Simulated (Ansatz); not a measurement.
**AlOF₂ radical: small, medium and large basis sets**

An exercise on one series of results from a longer session: the logs are not shown, and one member is left open.

Program: Ansatz 0.2.0, Gaussian basis. Level of theory: one geometry, several basis sets. These are calculated values, not measurements.

Plan: PBE0-D4/def2-SVP; ωB97M-V/def2-SVP; PBE0-D4/def2-QZVPP; ωB97M-V/def2-QZVPP; the functionals' def2-TZVPP values are taken from earlier runs.

**Structure used throughout**

All runs share one geometry, relaxed beforehand with PBE0-D4 in a triple-zeta def2 set.

SMILES `[O][Al]([F])[F]`, 4 atoms, charge 0, spin multiplicity 2.

Atoms are counted from 1 here; the program's logs count them from 0.

Bond lengths: O1–Al2 1.725 Å, Al2–F3 1.631 Å, Al2–F4 1.631 Å. Angles: O1–Al2–F3 119.0°, O1–Al2–F4 119.0°, F3–Al2–F4 122.1°.

Geometry (Å):

```xyz
4
AlF2O
O     0.6829   -0.9109    1.2600
Al   -0.0006    0.0043   -0.0324
F    -1.4772   -0.4016   -0.5925
F     0.8504    1.2479   -0.6553
```

Set-up of the first run:

in.yaml

```yaml
crystal:
  periodic: [false, false, false]
  atoms:
    - {symbol: O, position_ang: [0.682884, -0.910852, 1.260038]}
    - {symbol: Al, position_ang: [-0.000600, 0.004340, -0.032429]}
    - {symbol: F, position_ang: [-1.477155, -0.401591, -0.592469]}
    - {symbol: F, position_ang: [0.850369, 1.247904, -0.655340]}
basis:
  gaussian: {orbitals: def2-SVP}
magnetization: {spin_polarized: true, initial_magnetization: 1}
hamiltonian: {xc: pbe0, dispersion: d4}
output: {orbitals: {seedname: orbitals}}
```

Steps of the session up to this table: PBE0-D4 in def2-SVP; ωB97M-V in def2-SVP; PBE0-D4 in def2-QZVPP; ωB97M-V in def2-QZVPP.

One table of the session follows, with a row left open; its other results are not shown here.

It belongs to the step «Functionals by basis». 

```
functional       basis  HOMO (eV)  LUMO (eV)
   PBE0-D4    def2-SVP      -9.54      -4.77
   PBE0-D4  def2-TZVPP      -9.81      -4.99
   PBE0-D4  def2-QZVPP      -9.85      -5.03
   ωB97M-V    def2-SVP          ?          ?
   ωB97M-V  def2-TZVPP     -12.29      -2.73
   ωB97M-V  def2-QZVPP     -12.35      -2.79
```

Estimate the missing values for ωB97M-V, def2-SVP.

The run gave: HOMO (eV): -11.97; LUMO (eV): -2.40. In the column «HOMO (eV)» it lies between ωB97M-V, def2-TZVPP (-12.29) and PBE0-D4, def2-QZVPP (-9.85).
